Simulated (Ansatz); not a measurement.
The system is Ta3AsAu2O13.

```
Ta As Au O
1.0
     5.24237    3.02668    4.14273
    -5.24237    3.02668    4.14273
     0.00000   -6.05337    4.14273
Ta As Au O
3 1 2 13
Direct
  0.23108 0.57229 0.23108
  0.23108 0.23108 0.57229
  0.57229 0.23108 0.23108
  0.55878 0.55878 0.55878
  0.96559 0.96559 0.96559
  0.75105 0.75105 0.75105
  0.40884 0.66762 0.40884
  0.40884 0.40884 0.66762
  0.66762 0.40884 0.40884
  0.49726 0.01313 0.36024
  0.36024 0.49726 0.01313
  0.01313 0.36024 0.49726
  0.36024 0.01313 0.49726
  0.01313 0.49726 0.36024
  0.49726 0.36024 0.01313
  0.10963 0.74806 0.10963
  0.10963 0.10963 0.74806
  0.74806 0.10963 0.10963
  0.30840 0.30840 0.30840
```

The cell was built by a generator and needn't be a form met in nature.

Base run:

| Property | Result |
| --- | --- |
| Program | Ansatz 0.2.0 |
| Functional | PBE |
| Potentials or basis | all-electron LAPW, scalar-relativistic |
| Cutoff | 566 eV |
| Density cutoff | 2264 eV |
| Basis error allowed | 0.003 eV/atom |
| k mesh | 3 × 3 × 3 |
| Occupations | fermi-dirac, width 0.05 eV |
| Spin | no spin polarisation |
| Hubbard terms | Au d U = 3 eV, Ta d U = 3 eV |

Its results: band gap on the k mesh 1.12 eV, indirect (least direct gap 1.15 eV); pressure 0.8 GPa; largest force 0.531 eV/Å.

Q: After a change of settings the same cell gave: band gap on the k mesh 1.11 eV, indirect (least direct gap 1.16 eV); pressure 0.0 GPa; largest force 0.009 eV/Å. Which change was it?
A. functional from PBE to PBEsol; hubbard terms from Au d U = 3 eV, Ta d U = 3 eV to none
B. functional from PBE to LDA; hubbard terms from Au d U = 3 eV, Ta d U = 3 eV to none
C. hubbard terms from Au d U = 3 eV, Ta d U = 3 eV to none
D. functional from PBE to RPBE; hubbard terms from Au d U = 3 eV, Ta d U = 3 eV to none

A: C.

Caveats: spin-orbit coupling is left out, which moves the levels of the heavy elements; an odd mesh through Γ misses points on the zone boundary, where band edges often lie; U is the effective U less J, on atomic orbitals that reach past the spheres (some runs).

Not every run made on this cell is shown here.
